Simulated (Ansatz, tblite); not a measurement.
**Ga13N13 zinc blende bond sphere (Ga13N13H30): one state, many levels**

The task here is to estimate one member of a computed series from the others.

Program: Ansatz 0.2.0, Gaussian basis. Level of theory: as each input shows. These are calculated values, not measurements.

Plan: GFN1-xTB, GFN2-xTB, PBE-D4/def2-TZVP, r2SCAN-D4/def2-TZVP, r2SCAN0-D4/def2-TZVP, PBE-D4/def2-SVP, PBE0-D4/def2-SVP, HF/6-31G, B3LYP-D4/6-31G, MP2/def2-SVP, RPA/def2-SVP.

1 further run of the same task is left out (set aside as unsound or not needed). Runs told in other sessions of the task aren't counted.

## The structure

The geometry is that of the singlet, from an earlier relaxation (r2SCAN-D4/def2-SVP).

56 atoms, charge 0, spin multiplicity 1.

Bond lengths: Ga1–N14 1.982 Å, Ga1–N15 1.982 Å, Ga1–N17 1.965 Å, Ga1–H27 1.561 Å, Ga2–N14 1.921 Å, Ga2–N16 2.006 Å, Ga2–N18 1.975 Å, Ga2–H28 1.563 Å, Ga3–N14 2.017 Å, Ga3–N19 2.017 Å, Ga3–H29 1.568 Å, Ga3–H30 1.578 Å, Ga4–N17 1.965 Å, Ga4–N19 1.982 Å, Ga4–N20 1.982 Å, Ga4–H31 1.561 Å, Ga5–N18 1.975 Å, Ga5–N19 1.921 Å and more. Angles: N14–Ga1–N15 106.9°, N14–Ga1–N17 104.9°, N14–Ga1–H27 111.4°, N15–Ga1–N17 104.9°, N15–Ga1–H27 111.4°, N17–Ga1–H27 116.5°, N14–Ga2–N16 105.9°, N14–Ga2–N18 102.9°, N14–Ga2–H28 120.6°, N16–Ga2–N18 104.0°, N16–Ga2–H28 107.9°, N18–Ga2–H28 114.1°, N14–Ga3–N19 99.2°, N14–Ga3–H29 109.2°, N14–Ga3–H30 107.1°, N19–Ga3–H29 109.2°, N19–Ga3–H30 107.1°, H29–Ga3–H30 122.5° and more.

PBE0-D4/def2-TZVP was run before; its log isn't repeated, and its numbers join the tables.

Set-up of the first run:

Tight binding, by tblite at 300 K electronic temperature and without a spin-polarisation term:

```python
tblite.interface.Calculator('GFN1-xTB', numbers, positions, charge=0, uhf=0).singlepoint()
```

Tight binding, by tblite at 300 K electronic temperature and without a spin-polarisation term:

```python
tblite.interface.Calculator('GFN2-xTB', numbers, positions, charge=0, uhf=0).singlepoint()
```

start.molden holds the orbitals of an earlier run on this state, given as this run's starting guess.

in.yaml reads:

```yaml
crystal:
  periodic: [false, false, false]
  atoms:
    - {symbol: Ga, position_ang: [-1.736598, -1.734436, -0.505759]}
    - {symbol: Ga, position_ang: [-1.784615, 0.655868, -2.874549]}
    - {symbol: Ga, position_ang: [-4.053090, 0.595501, -0.590396]}
    - {symbol: Ga, position_ang: [-1.733604, 0.508718, 1.736593]}
    - {symbol: Ga, position_ang: [-1.781802, 2.876293, -0.655079]}
    - {symbol: Ga, position_ang: [0.652621, -1.784075, -2.875532]}
    - {symbol: Ga, position_ang: [0.590489, -4.053569, -0.592427]}
    - {symbol: Ga, position_ang: [0.508057, -1.735038, 1.735105]}
    - {symbol: Ga, position_ang: [2.874329, -1.784335, -0.657549]}
    - {symbol: Ga, position_ang: [0.519691, 0.519421, -0.520306]}
    - {symbol: Ga, position_ang: [0.658283, 2.875730, 1.781964]}
    - {symbol: Ga, position_ang: [2.877283, 0.655022, 1.780303]}
    - {symbol: Ga, position_ang: [0.596860, 0.593478, 4.052542]}
    - {symbol: N, position_ang: [-2.748120, -0.494378, -1.675108]}
    - {symbol: N, position_ang: [-0.498256, -2.746796, -1.676038]}
    - {symbol: N, position_ang: [-0.539950, -0.537736, -3.899674]}
    - {symbol: N, position_ang: [-0.576804, -0.576556, 0.577550]}
    - {symbol: N, position_ang: [-0.593924, 1.661495, -1.661674]}
    - {symbol: N, position_ang: [-2.745163, 1.678798, 0.497353]}
    - {symbol: N, position_ang: [-0.492452, 1.677875, 2.746864]}
    - {symbol: N, position_ang: [-0.534259, 3.900598, 0.536218]}
    - {symbol: N, position_ang: [1.660037, -0.594750, -1.662805]}
    - {symbol: N, position_ang: [1.676468, -2.747369, 0.494790]}
    - {symbol: N, position_ang: [1.679459, -0.495763, 2.745235]}
    - {symbol: N, position_ang: [3.900375, -0.537869, 0.533309]}
    - {symbol: N, position_ang: [1.662709, 1.661193, 0.591869]}
    - {symbol: H, position_ang: [-2.692865, -2.689397, 0.274706]}
    - {symbol: H, position_ang: [-2.548853, 1.550367, -3.903993]}
    - {symbol: H, position_ang: [-4.851979, -0.357530, 0.363877]}
    - {symbol: H, position_ang: [-4.766882, 1.591216, -1.585303]}
    - {symbol: H, position_ang: [-2.689535, -0.270150, 2.693196]}
    - {symbol: H, position_ang: [-2.546155, 3.906097, -1.549056]}
    - {symbol: H, position_ang: [1.546121, -2.549228, -3.905158]}
    - {symbol: H, position_ang: [-0.363083, -4.850613, 0.362851]}
    - {symbol: H, position_ang: [1.584136, -4.769204, -1.588035]}
    - {symbol: H, position_ang: [-0.271282, -2.690321, 2.691975]}
    - {symbol: H, position_ang: [3.902833, -2.549124, -1.552669]}
    - {symbol: H, position_ang: [1.553920, 3.904771, 2.545412]}
    - {symbol: H, position_ang: [3.907757, 1.549313, 2.543397]}
    - {symbol: H, position_ang: [-0.356818, -0.359986, 4.851615]}
    - {symbol: H, position_ang: [1.593043, 1.588080, 4.766056]}
    - {symbol: H, position_ang: [-3.374062, -1.088208, -2.232390]}
    - {symbol: H, position_ang: [-1.092930, -3.371811, -2.233469]}
    - {symbol: H, position_ang: [-1.113847, -1.110712, -4.527247]}
    - {symbol: H, position_ang: [0.023534, 0.025412, -4.544029]}
    - {symbol: H, position_ang: [-0.002409, 2.253996, -2.255177]}
    - {symbol: H, position_ang: [-3.369517, 2.237366, 1.091649]}
    - {symbol: H, position_ang: [-1.085666, 2.236146, 3.372517]}
    - {symbol: H, position_ang: [-1.106534, 4.529730, 1.109099]}
    - {symbol: H, position_ang: [0.029753, 4.543431, -0.028146]}
    - {symbol: H, position_ang: [2.252671, -0.003537, -2.256480]}
    - {symbol: H, position_ang: [2.234715, -3.372531, 1.088546]}
    - {symbol: H, position_ang: [2.237911, -1.089949, 3.369794]}
    - {symbol: H, position_ang: [4.529644, -1.110521, 1.105664]}
    - {symbol: H, position_ang: [4.543048, 0.025758, -0.031617]}
    - {symbol: H, position_ang: [2.255302, 2.253858, -0.000394]}
basis:
  gaussian: {orbitals: def2-TZVP, fitting: {mean_field: def2-universal-jkfit}, initial_orbitals: start.molden}
hamiltonian: {xc: pbe, dispersion: d4}
scf: {omitted_lower_state_checks: [starts]}
output: {orbitals: {seedname: orbitals}}
```

The run is started by

```bash
> ansatz run in.yaml --threads 11 --pin off --events-out ev --progress --plain --max-ram 110592MiB --backend cuda --devices 0, --max-vram 75GiB
```

Among the steps run: PBE-D4/def2-TZVP; r2SCAN-D4/def2-TZVP; r2SCAN0-D4/def2-TZVP; PBE-D4/def2-SVP; PBE0-D4/def2-SVP; HF/6-31G; B3LYP-D4/6-31G; MP2/def2-SVP; RPA/def2-SVP.

One table of the session follows, with a row left open; its other results are not shown here.

It belongs to the step «Binding energy». 

```
               level  binding an atom (eV)
            HF/6-31G                 2.202
         HF/def2-SVP                 2.257
     PBE-D4/def2-SVP                 3.425
    PBE-D4/def2-TZVP                 3.388
 r2SCAN-D4/def2-TZVP                 3.354
      B3LYP-D4/6-31G                 3.440
    PBE0-D4/def2-SVP                     ?
   PBE0-D4/def2-TZVP                 3.343
r2SCAN0-D4/def2-TZVP                 3.302
        MP2/def2-SVP                 3.226
```

Q: Estimate the row for PBE0-D4/def2-SVP from the others.

**Answer.** binding an atom (eV): 3.379. In the column «binding an atom (eV)» it lies between r2SCAN-D4/def2-TZVP (3.354) and PBE-D4/def2-TZVP (3.388).

Caveats from the session: Free atoms were run apart at each level; binding is atoms less cluster, divided by the number of atoms, without zero-point or spin-orbit terms.
